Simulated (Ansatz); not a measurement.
# RbHg: the cost of one run

Method: DFT PBE, scalar-relativistic, plane waves, PAW, in Ansatz 0.2.0.

## Step 1: The starting structure

The structure is hexagonal, space group P-6m2 (No. 187). The conventional cell has a = 3.672 Å, b = 3.672 Å, c = 5.837 Å, α = 90.00°, β = 90.00°, γ = 120.00°. Rb (site symmetry -6m2) is surrounded by 6 Hg at 3.61 Å and 6 Rb at 3.67 Å. Hg (site symmetry -6m2) is surrounded by 6 Rb at 3.61 Å and 6 Hg at 3.67 Å.

As a file:

```cif
data_structure
_symmetry_space_group_name_H-M 'P-6m2'
_symmetry_Int_Tables_number 187
_cell_length_a 3.6724
_cell_length_b 3.6724
_cell_length_c 5.8372
_cell_angle_alpha 90.000
_cell_angle_beta 90.000
_cell_angle_gamma 120.000
_cell_volume 68.18
loop_
_atom_site_label
_atom_site_type_symbol
_atom_site_symmetry_multiplicity
_atom_site_Wyckoff_symbol
_atom_site_fract_x
_atom_site_fract_y
_atom_site_fract_z
_atom_site_occupancy
Rb1 Rb 1 f 0.66667 0.33333 0.50000 1
Hg1 Hg 1 c 0.33333 0.66667 0.00000 1
```

The cell is invented: species swapped into a database cell of IrOs (P-6m2, No. 187), with Hg on the Os sites and Rb on the Ir sites. The dimensions are guesses.

## Step 2: A first look at the guess

The input, input.yaml:

```yaml
crystal:
  lattice:
    - [3.67242618, 0.0, 0.0]
    - [-1.83621309, 3.18041437, 0.0]
    - [0.0, 0.0, 5.83718322]
  atoms:
    - { symbol: Rb, position: [0.66666667, 0.33333333, 0.5] }
    - { symbol: Hg, position: [0.33333333, 0.66666667, 0.0] }
basis:
  ecutwfc: 420
kpoints:
  mp_grid: { grid: [6, 6, 4] }
hamiltonian:
  xc: pbe
scf:
  occupations: { method: gaussian, width: 0.1 }
  lower_state_search: "off"
output:
  forces: true
  stress: true
  eigenvalues: true
```

Command:

```
> ansatz run input.yaml --threads 1 --pin off --max-ram 2560MiB --backend cpu --events-out ev --progress --plain --runs-dir out
```

Q: Estimate wall time and peak memory on 1 thread of Arm Neoverse N1, shared host.

About 4.2 s, with a peak of 0.3 GiB.
